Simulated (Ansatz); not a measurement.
# LiGeN: a trial structure relaxed

Where does LiGeN go from the start given, structure listed in a database for this formula (Pnma, No. 62)?

Method: DFT r2SCAN, scalar-relativistic, plane waves, PAW, in Ansatz 0.2.0.

**1. Starting point**

It takes space group Pnma (No. 62, orthorhombic). The conventional cell has a = 5.534 Å, b = 4.132 Å, c = 6.924 Å, α = 90.00°, β = 90.00°, γ = 90.00°. Li (site symmetry m) is surrounded by 3 N at 2.02 to 2.13 Å. Around Ge (site symmetry m) lie 2 N at 1.88 Å. Around N (site symmetry m) lie 2 Ge at 1.88 Å and 3 Li at 2.02 to 2.13 Å.

Coordinates:

```
Li Ge N
1.0
     5.53363    0.00000    0.00000
     0.00000    4.13226    0.00000
     0.00000    0.00000    6.92376
Li Ge N
4 4 4
Cartesian
  3.1946 1.0331 6.3165
  0.4278 1.0331 4.0692
  2.3390 3.0992 0.6073
  5.1058 3.0992 2.8546
  3.0018 1.0331 2.7151
  0.2350 1.0331 0.7468
  2.5318 3.0992 4.2087
  5.2986 3.0992 6.1770
  4.8525 1.0331 2.3867
  2.0856 1.0331 1.0751
  0.6812 3.0992 4.5370
  3.4480 3.0992 5.8486
```

(A quick probe on a coarse mesh, which set the mesh and smearing, is not shown.)

**3. The relaxation**

input.yaml

```yaml
crystal:
  lattice:
    - [5.533632, 0.0, 0.0]
    - [0.0, 4.132263, 0.0]
    - [0.0, 0.0, 6.923763]
  atoms:
    - { symbol: Li, position: [0.577313, 0.25, 0.912287] }
    - { symbol: Li, position: [0.077313, 0.25, 0.587713] }
    - { symbol: Li, position: [0.422687, 0.75, 0.087713] }
    - { symbol: Li, position: [0.922687, 0.75, 0.412287] }
    - { symbol: Ge, position: [0.542465, 0.25, 0.39214] }
    - { symbol: Ge, position: [0.042465, 0.25, 0.10786] }
    - { symbol: Ge, position: [0.457535, 0.75, 0.60786] }
    - { symbol: Ge, position: [0.957535, 0.75, 0.89214] }
    - { symbol: "N", position: [0.876904, 0.25, 0.344716] }
    - { symbol: "N", position: [0.376904, 0.25, 0.155284] }
    - { symbol: "N", position: [0.123096, 0.75, 0.655284] }
    - { symbol: "N", position: [0.623096, 0.75, 0.844716] }
basis:
  ecutwfc: 500
kpoints:
  mp_grid: { grid: [8, 10, 6] }
hamiltonian:
  xc: r2scan
scf:
  occupations: { method: gaussian, width: 0.1 }
output:
  forces: true
  stress: true
  eigenvalues: true
relax:
  adjacent_minimum: "off"
  f_tol: 0.01
  max_steps: 80
  cell: { stress_tol: 0.05 }
```

Run with:

```bash
$ ansatz run input.yaml --threads 1 --pin off --max-ram 2560MiB --backend cpu --events-out ev --progress --plain --runs-dir out
```

Before running it: what results should come out?

As calculated:

Formation energies count from the elements, computed with the same settings in runs not shown here.

```
                          quantity                                                                      value
                              cell  a = 5.475 Å, b = 4.077 Å, c = 6.843 Å, α = 90.00°, β = 90.00°, γ = 90.00°
                       space group                                                              Pnma (No. 62)
                            volume                                                              12.73 Å³/atom
                   gap on the mesh                                                                    0.02 eV
formation energy from the elements                                                             -0.371 eV/atom
```

In words: The space group stayed Pnma, and from the first guess the volume went from 13.19 to 12.73 Å³/atom. With -0.37 eV/atom it lies under the elements, which doesn't yet make it stable against other compounds of them.

Counted by bands, a gap of 0.04 eV stays open on the mesh in one run that reads as metallic: the smearing reaches across it.
